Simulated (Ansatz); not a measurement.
## BaTlO₃, space group Pm-3m: a convergence test of the k-point mesh

Program: Ansatz 0.2.0, Python API.

`run_kconv.py`
```python
'''Convergence of BaTlO3 with the k-point mesh.'''

import csv
import warnings

import ansatz


def main() -> None:
    warnings.simplefilter('ignore', ansatz.DeckWarning)

    system = (
        ansatz.Lattice.of((4.35024, 0.0, 0.0), (0.0, 4.35024, 0.0), (0.0, 0.0, 4.35024))
        .atom('Ba', (0.0, 0.0, 0.0))
        .atom('Tl', (0.5, 0.5, 0.5))
        .atom('O', (0.5, 0.5, 0.0))
        .atom('O', (0.5, 0.0, 0.5))
        .atom('O', (0.0, 0.5, 0.5))
    )

    setup = system.calculation()
    setup = setup.functional(ansatz.Functional.R2SCAN)
    setup = setup.occupations(ansatz.OccupationsMethod.FERMI_DIRAC, width=0.15)
    setup = setup.basis(530)

    rows = []
    for value in [(2, 2, 2), (3, 3, 3), (4, 4, 4), (5, 5, 5), (7, 7, 7)]:
        report = setup.kpoints(mesh=value).run().report
        rows.append((value, report['free_energy_ev'] / len(report['lattice']['sites']), report['n_iterations'], report['n_kpoints']))

    with open('kconv.csv', 'w', newline='') as handle:
        writer = csv.writer(handle)
        writer.writerow(['mesh', 'F/atom (eV)', 'iterations', 'k-points'])
        writer.writerows([round(v, 5) if isinstance(v, float) else v for v in row] for row in rows)

    # differences from the last row
    for row in rows[:-1]:
        shift = 1000 * (row[1] - rows[-1][1])
        print(f'{row[0]}: {shift:+.2f} meV/atom' + ('  (within 5 meV)' if abs(shift) < 5 else ''))


if __name__ == '__main__':
    main()
```

```console
$ python run_kconv.py
(2, 2, 2): -99.38 meV/atom
(3, 3, 3): +26.86 meV/atom
(4, 4, 4): +11.09 meV/atom
(5, 5, 5): -7.99 meV/atom
```

`kconv.csv`, as written:
```csv
mesh,F/atom (eV),iterations,k-points
"(2, 2, 2)",-3825.78291,8,4
"(3, 3, 3)",-3825.65667,8,4
"(4, 4, 4)",-3825.67244,8,10
"(5, 5, 5)",-3825.69152,6,10
"(7, 7, 7)",-3825.68353,8,20
```

What to keep in mind:
- The cell holds an odd number of electrons and is run without spin, so a magnetic state may lie lower.
- A Fermi-Dirac width this large means warm electrons, whose thermal share enters the free energy.
- Spin-orbit coupling, which matters for elements this heavy, is left out.
- The structure comes from a database of computed cells and needn't be a stable or known phase.
- Shifts are counted from the finest mesh, which is itself no proven limit.
- It ran for 18 s on 1 thread of Arm Neoverse V2, on a shared host, peak memory 0.58 GiB.
